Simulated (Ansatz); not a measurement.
# wB97X/def2-SVP run of CCl4 (SMILES ClC(Cl)(Cl)Cl)

What is the electronic atomisation energy of CCl4 at wB97X/def2-SVP? 

The results are computed with Ansatz 0.2.0.

29 further runs of the same task are left out: 4 that didn't finish, 25 set aside as unsound or not needed. Runs told in other sessions of the task aren't counted.

## (1) Starting point

CCl4: 5 atoms, total charge 0, spin state singlet. As SMILES, `ClC(Cl)(Cl)Cl`. Geometry: relaxed at PBE0-D4/def2-TZVP.

Bond lengths: Cl1–C2 1.763 Å, C2–Cl3 1.763 Å, C2–Cl4 1.763 Å, C2–Cl5 1.763 Å. Angles: Cl1–C2–Cl3 109.5°, Cl1–C2–Cl4 109.5°, Cl1–C2–Cl5 109.5°, Cl3–C2–Cl4 109.5°, Cl3–C2–Cl5 109.5°, Cl4–C2–Cl5 109.5°.

## (2) A single-point energy at wB97X/def2-SVP

File run.yaml:

```yaml
crystal:
  periodic: [false, false, false]
  atoms:
    - symbol: Cl
      position_ang: [-0.668000, 0.146960, 1.624600]
    - symbol: C
      position_ang: [-0.000030, 0.000120, -0.000100]
    - symbol: Cl
      position_ang: [1.442040, -1.012680, 0.047270]
    - symbol: Cl
      position_ang: [-1.198720, -0.733970, -1.063930]
    - symbol: Cl
      position_ang: [0.424690, 1.599560, -0.607850]
basis:
  gaussian:
    orbitals: def2-SVP
output: {orbitals: {seedname: orbitals}}
hamiltonian:
  xc: {name: wB97X}
accuracy: high
```

Command:

```console
ansatz run run.yaml --threads 1 --pin off --max-ram 3480MiB --events-out events.jsonl --progress --plain --runs-dir runs
```

The program printed:

```text
Warning: RAYON_NUM_THREADS=1 ignored (pool sized by the plan → 1); use --threads N
Functional definition: wB97X
  name "wB97X"
  parameter omega = 0.3/bohr
  parameter cx = 0.157706
  parameter cx1 = 0.726479
  parameter cx2 = 1.04760
  parameter cx3 = -5.70635
  parameter cx4 = 13.2794
  parameter css1 = -4.33879
  parameter css2 = 18.2308
  parameter css3 = -31.7430
  parameter css4 = 17.2901
  parameter cos1 = 2.37031
  parameter cos2 = -11.3995
  parameter cos3 = 6.58405
  parameter cos4 = -3.78132
  exchange = spin_sum(e_x_unif_sr(omega)*poly(b97_u_x, 1 - cx, cx1, cx2, cx3, cx4)) + cx*exact_x_sr(omega)
      + exact_x_lr(omega)
  correlation = spin_sum(e_c_pw_same_spin*poly(b97_u_same, 1, css1, css2, css3, css4))
      + integral(e_c_pw_opposite_spin*poly(b97_u_opposite, 1, cos1, cos2, cos3, cos4))
1757 factors; integrals over basis functions are off by at most 3.9e-9 eV
323 factors; integrals over basis functions are off by at most 1.8e-9 eV
mean field evaluation 1: about -51106.7793 eV, gradient 3.5e1 eV
mean field evaluation 2: about -51105.0423 eV, gradient 4.8e1 eV
mean field evaluation 4: about -51109.7921 eV, gradient 2.8e-1 eV
mean field evaluation 8: about -51109.9068 eV, gradient 4.2e-3 eV
mean field evaluation 16: about -51109.9068 eV, gradient 8.1e-7 eV
mean field -51109.90683621 eV, -1878.2544326915 hartree, gradient 4.7e-8 eV, S^2 0.000000; 0 other end points of the search recorded, 0 dependent functions left out
reference -51109.90683456 eV, -1878.2544326310 hartree; 37, 37 occupied and 49, 49 virtual orbitals, 1757 factors
Total energy: -51109.90683456 eV, -1878.2544326310 hartree
```

It took 13 s on 1 thread of Intel Xeon 6975P-C (Granite Rapids), shared host; peak memory 0.53 GiB.

## (3) The C atom

File input.yaml:

```yaml
crystal:
  periodic: [false, false, false]
  atoms:
    - symbol: C
      position_ang: [0.000000, 0.000000, 0.000000]
basis:
  gaussian:
    orbitals: def2-SVP
magnetization:
  spin_polarized: true
  initial_magnetization: 2
hamiltonian:
  xc: {name: wB97X}
accuracy: high
```

Run the same way, it converges to -37.80174 Eh (log not shown).

## (4) The Cl atom at the same level

File in.yaml:

```yaml
crystal:
  periodic: [false, false, false]
  atoms:
    - {symbol: Cl, position_ang: [0.000000, 0.000000, 0.000000]}
basis:
  gaussian:
    orbitals: def2-SVP
magnetization:
  spin_polarized: true
  initial_magnetization: 1
hamiltonian:
  xc: {name: wB97X}
accuracy: high
```

Run the same way, it converges to -459.99022 Eh (log not shown).

## (5) Outcome

Level: wB97X/def2-SVP.

| quantity | value |
| --- | --- |
| molecule: total energy | -1878.25443 Eh |
| molecule: HOMO energy | -11.39 eV |
| molecule: LUMO energy | 1.69 eV |
| molecule: HOMO–LUMO gap | 13.07 eV |
| C atom: total energy | -37.80174 Eh |
| C atom: ⟨S²⟩ | 2.005 |
| Cl atom: total energy | -459.99022 Eh |
| Cl atom: ⟨S²⟩ | 0.752 |
| electronic atomisation energy | 13.382 eV |

What this shows: Taking the molecule apart into free atoms costs 13.38 eV (1291 kJ/mol), before zero-point energy and without spin-orbit coupling.
